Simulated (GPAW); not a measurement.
In3SbTe2:

```xyz
6
Lattice="4.4281 0.0000 0.0000 -2.2140 3.8348 0.0000 0.0000 0.0000 10.7564" Properties=species:S:1:pos:R:3 pbc="T T T"
Te    2.2140    1.2783    3.5315
Te    0.0000    2.5566    7.2250
Sb    0.0000    0.0000    0.0000
In    2.2140    1.2783    9.0685
In    0.0000    2.5566    1.6880
In    0.0000    0.0000    5.3782
```

The cell comes from a database or a generator and needn't be the stable form of this composition.

Base run:

| Quantity | Value |
| --- | --- |
| Program | GPAW 26.7.0 |
| Functional | PBEsol |
| Potentials or basis | PAW data sets generated in the run's folder for this functional |
| Cutoff | 600 eV |
| Basis | pw |
| k mesh | 5 × 5 × 2 |
| Occupations | fermi-dirac, width 0.05 eV |
| Spin | no spin polarisation |

Its results: pressure -3.0 GPa; largest force 0.088 eV/Å.

Question: The run is repeated on the same cell with these changes: functional from PBEsol to LDA; potentials or basis from PAW data sets generated in the run's folder for this functional to the program's PAW data sets (release 1.2.1) made for this functional. What comes out?

Answer: Pressure -4.4 GPa; largest force 0.089 eV/Å.
